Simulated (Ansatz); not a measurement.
**TiC (TiC (100), 4 layers): a single-point run**

Wanted: a converged single-point run for TiC (TiC (100), 4 layers), and a check of what comes out. The structure is shown as the input types it.

Method: DFT, PBE, all-electron LAPW, scalar-relativistic, in Ansatz 0.2.0.

### Step 1. The starting structure

Symmetry: P4/nmm, No. 129, tetragonal system. The conventional cell has a = 3.064 Å, b = 3.064 Å, c = 22.499 Å, α = 90.00°, β = 90.00°, γ = 90.00°. Ti (site symmetry 4mm) has 5 C at 2.08 to 2.17 Å as nearest neighbours. Around C (site symmetry 4mm) lie 5 Ti at 2.17 to 2.22 Å. Ti (site symmetry 4mm) has 6 C at 2.15 to 2.22 Å as nearest neighbours. C (site symmetry 4mm) is surrounded by 6 Ti at 2.08 to 2.17 Å.

Coordinates:

```cif
data_structure
_symmetry_space_group_name_H-M 'P 1'
_symmetry_Int_Tables_number 1
_cell_length_a 3.0637
_cell_length_b 3.0637
_cell_length_c 22.4991
_cell_angle_alpha 90.000
_cell_angle_beta 90.000
_cell_angle_gamma 90.000
_cell_volume 211.18
loop_
_atom_site_label
_atom_site_type_symbol
_atom_site_fract_x
_atom_site_fract_y
_atom_site_fract_z
_atom_site_occupancy
Ti1 Ti 0.00000 0.00000 0.35924 1
C1 C 0.50000 0.50000 0.35388 1
Ti2 Ti 0.50000 0.50000 0.45260 1
C2 C 0.00000 0.00000 0.45189 1
Ti3 Ti 0.00000 0.00000 0.54740 1
C3 C 0.50000 0.50000 0.54811 1
Ti4 Ti 0.50000 0.50000 0.64076 1
C4 C 0.00000 0.00000 0.64612 1
```

### Step 2. Running it

Contents of input.yaml:

```yaml
crystal:
  lattice:
    - [3.0637012674, 0.0, 0.0]
    - [0.0, 3.0637012674, 0.0]
    - [0.0, 0.0, 22.4991]
  atoms:
    - { symbol: Ti, position: [0.0, 0.0, 0.359239402] }
    - { symbol: C, position: [0.5, 0.5, 0.3538824566] }
    - { symbol: Ti, position: [0.5, 0.5, 0.4526046766] }
    - { symbol: C, position: [0.0, 0.0, 0.4518929429] }
    - { symbol: Ti, position: [0.0, 0.0, 0.5473953172] }
    - { symbol: C, position: [0.5, 0.5, 0.5481070508] }
    - { symbol: Ti, position: [0.5, 0.5, 0.640760602] }
    - { symbol: C, position: [0.0, 0.0, 0.6461175508] }
kpoints:
  mp_grid: { grid: [13, 13, 1] }
scf:
  occupations: { method: gaussian, width: 5.0 }
  max_iter: 50
hamiltonian:
  xc: pbe
  pseudopotentials: { kind: all_electron, lapw: { basis_error: 0.001 } }
output:
  forces: true
  stress: true
  eigenvalues: true
efield:
  axis: 3
  amplitude: 0.2
  dipole_correction: true
```

Launch:

```
ansatz run input.yaml --threads 3 --pin off --max-ram 8192MiB --backend cpu --events-out ev --progress --plain --runs-dir out
```

Log, cut to the lines that bear on the results:

```text
LAPW: plane waves up to 9.228 Å⁻¹, error target 1.0e-3 eV per atom; small_component_spin mean_spin; C in spheres of 0.921 Å, 6 of its electrons in bands, Dirac shells []; Ti in spheres of 1.164 Å, 18 of its electrons in bands, Dirac shells []
band count auto-derived: 125 (N_el = 96.0; filled up to band 48; 58 by the electrons, moments and atoms)
[...]
Pseudopotentials: kind: all_electron
Pseudopotential: Ti, LAPW, valence charge 18, Koelling and Harmon's equation, gaussian nucleus
Pseudopotential: C, LAPW, valence charge 6, Koelling and Harmon's equation, gaussian nucleus
Functional definition: PBE
[...]
Crystal: 8 atoms, lattice volume = 211.183 Å³
Basis set: ecut = 324.4228837721745 eV, 2847 PW (Γ), exchange–correlation at level 2
Bands: 125, of which v1, the nominal top of the filled ones, is band 48 counted from 1 (47 counted from 0)
Symmetry: 8 space group operations
k-points: 28 of 169
[...]
SCF iter   1: F=—  HF=-97115.734435 eV  |F-HF|=—  |Δ(HF+E_count)|=         —  Δρ=6.19e-2  dr2=2.46e1  ethr=2.56e-2  p=0.102 e·Å  D=8.75e-2 V/Å  ΔV_dip=-1.97 eV  dr2_dipole=8.54e-5  V_vac-E_F(+/−)=10.91/8.98 eV  ⟨swp⟩=2.1  Hψ=20916  notcnv=0
[...]
the basis was enlarged: its passes take 202.2 KiB over the memory plan, 3 of 3 planned eigensolver slots
[...]
SCF iter   9: F=-97111.102826 eV  HF=-97111.102826 eV  |F-HF|=3.61e-9  |Δ(HF+E_count)|=   1.24e-7  Δρ=1.43e-6  dr2=7.29e-9  ethr=2.19e-10  p=0.152 e·Å  D=1.30e-1 V/Å  ΔV_dip=-2.92 eV  dr2_dipole=8.85e-10  V_vac-E_F(+/−)=7.97/6.99 eV  ⟨swp⟩=3.0  Hψ=8758  notcnv=0
WARN: efield: at this solve's end the planar-averaged density reaches 7.46e-4 e/Å³ inside the ramp window [0.9056, 0.0944] (bound 1e-5 e/Å³); the window's nearer edge stands 5.84 Å from this solve's nearest atom along the axis. Its free energy, forces, stress, dipole, levels and responses [...]
SCF converged after 9 iterations
Free energy (F): -97111.102826 eV
[...]
E sigma→0 (E₀):  -97084.105217 eV
Entropy (-TS):   -53.995218 eV (-6749.402 meV/atom)
Fermi energy:    1.771264 eV
Dipole field:    D = 0.129964 V/Å  (p = 0.151676 e·Å, saw-weighted, corrected)
Work function:   not extracted (applied field tilts the vacuum); planar V_es + V_field profile in the machine report
Levels:          The Fermi level and band energies are counted from a zero that moves with the ramp; work functions are not
Vacuum region:   at the solve's end the planar-averaged density reaches 7.46e-4 e/Å³ inside the ramp window [0.9056, 0.0944] (bound 1e-5 e/Å³)
[...]
--- Forces (eV/Å), atoms counted from 1 ---
  atom   1  Ti     0.00000000     0.00000000    -2.50753417
  atom   2  C     -0.00000000     0.00000000    -0.90561725
  atom   3  Ti    -0.00000000     0.00000000    -0.23733561
  atom   4  C      0.00000000     0.00000000     0.29724378
  atom   5  Ti     0.00000000     0.00000000     0.23719022
  atom   6  C      0.00000000     0.00000000    -0.29691823
  atom   7  Ti     0.00000000     0.00000000     2.51644223
  atom   8  C     -0.00000000     0.00000000     0.90330398
[...]
--- Stress (GPa, compression-positive) ---
       19.361826       0.000000       0.000000
        0.000000      19.361826       0.000000
        0.000000       0.000000      16.545905
  P = ⅓ Tr σ = 18.4232 GPa (184.232 kbar)
--- Band table (eV; the first three rows and the last of 28) ---
[...]
```

Run time: 1.9 min. Hardware: 3 threads of Intel Xeon Platinum 8488C (Sapphire Rapids), shared host; peak memory 1.5 GiB.

### Step 3. Checking the result

This run ends as converged, with warnings (vacuum density over bound). It gives a largest force of 2.5 eV/Å, which is large; a structure far from rest gives such values too, whatever the setting.

In the input, scf.occupations.method is gaussian; scf.occupations.width is 5.0. Occupations are smeared over electronvolts, wider than many features of the bands.

The test: set scf.occupations.method to fermi_dirac and scf.occupations.width to 0.05.

### Step 4. Second run, to compare

Other changes include scf.max_iter.

Edit input.yaml of step 2 so:

```diff
@@ -17,4 +17,3 @@
 scf:
-  occupations: { method: gaussian, width: 5.0 }
-  max_iter: 50
+  occupations: { method: fermi_dirac, width: 0.05 }
 hamiltonian:
```

Launch:

```
ansatz run input.yaml --threads 3 --pin off --max-ram 8192MiB --backend cpu --events-out ev --progress --plain --runs-dir out
```

From the output:

```text
[...]
Basis set: ecut = 324.4228837721745 eV, 2847 PW (Γ), exchange–correlation at level 2
[...]
k-points: 28 of 169
[...]
SCF iter   1: F=—  HF=-97096.408259 eV  |F-HF|=—  |Δ(HF+E_count)|=         —  Δρ=1.02e-1  dr2=3.33e1  ethr=3.46e-2  p=0.102 e·Å  D=8.75e-2 V/Å  ΔV_dip=-1.97 eV  dr2_dipole=2.45e-3  V_vac-E_F(+/−)=11.20/9.27 eV  ⟨swp⟩=2.0  Hψ=10980  notcnv=0
[...]
preconditioner: auto → LDOS  [metal: Δε(μ)=0.006 eV  Ē_g=8.512 eV  σ=0.050 eV  W_gap=0.03  n_scr=52 (ndim 8)  ℏωp=14.5 eV  f_vac=0.545  D(μ)=0.53/eV (n_scr^D=4)  β→1.0]
SCF iter   2: F=—  HF=-97182.840156 eV  |F-HF|=—  |Δ(HF+E_count)|=    8.64e1  Δρ=3.16e-1  dr2=1.22e3  ethr=3.46e-2  p=0.073 e·Å  D=6.25e-2 V/Å  ΔV_dip=-1.41 eV  dr2_dipole=1.36e1  V_vac-E_F(+/−)=0.69/-1.81 eV  ⟨swp⟩=7.0  Hψ=5770  notcnv=0  defer=3  recentre
[...]
SCF iter  11: F=—  HF=-97085.503290 eV  |F-HF|=—  |Δ(HF+E_count)|=   1.72e-6  Δρ=8.30e-6  dr2=2.61e-7  ethr=5.91e-9  p=0.096 e·Å  D=8.19e-2 V/Å  ΔV_dip=-1.84 eV  dr2_dipole=6.70e-9  V_vac-E_F(+/−)=5.40/3.34 eV  ⟨swp⟩=3.0  Hψ=5100  notcnv=0
SCF iter  12: F=-97085.503290 eV  HF=-97085.503290 eV  |F-HF|=6.81e-9  |Δ(HF+E_count)|=   3.45e-8  Δρ=2.51e-6  dr2=2.06e-8  ethr=2.72e-10  p=0.096 e·Å  D=8.19e-2 V/Å  ΔV_dip=-1.84 eV  dr2_dipole=1.72e-10  V_vac-E_F(+/−)=5.40/3.34 eV  ⟨swp⟩=3.0  Hψ=5207  notcnv
[...]
SCF converged after 12 iterations
Free energy (F): -97085.503290 eV
[...]
E sigma→0 (E₀):  -97085.496808 eV
[...]
Fermi energy:    3.086425 eV
Dipole field:    D = 0.081913 V/Å  (p = 0.095598 e·Å, saw-weighted, corrected)
[...]
  P = ⅓ Tr σ = -2.1105 GPa (-21.105 kbar)
[...]
```

Run time: 74 s. Hardware: 3 threads of Intel Xeon Platinum 8488C (Sapphire Rapids), shared host; peak memory 1 GiB.

```csv
run,ending,energy change,gap (eV),force (eV/Å),cycles,time
first try,converged,+173.9 meV/atom (σ→0),0.00,2.52,9,1.9 min
second try,converged,0,0.00,0.04,12,74 s
```

### Step 5. What came out

```
          quantity                      value
         first try    converged, 9 SCF cycles
fault in the input      smearing far too wide
        second try   converged, 12 SCF cycles
      total energy             -97085.5033 eV
   gap on the mesh  none (metal on this mesh)
     largest force                 0.043 eV/Å
```

Both runs converge, but the first lies +173.9 meV/atom from the second (σ→0 energies, a poor extrapolation at such a width); on mending, the largest force goes from 2.52 to 0.04 eV/Å. The second, on usual settings, is the one to trust of the two, though its own convergence isn't tested here. The largest force in the second run is 0.043 eV/Å, so the atoms are close to their relaxed places. The reference has no spin polarisation; with Ti present, a magnetic state may lie lower.
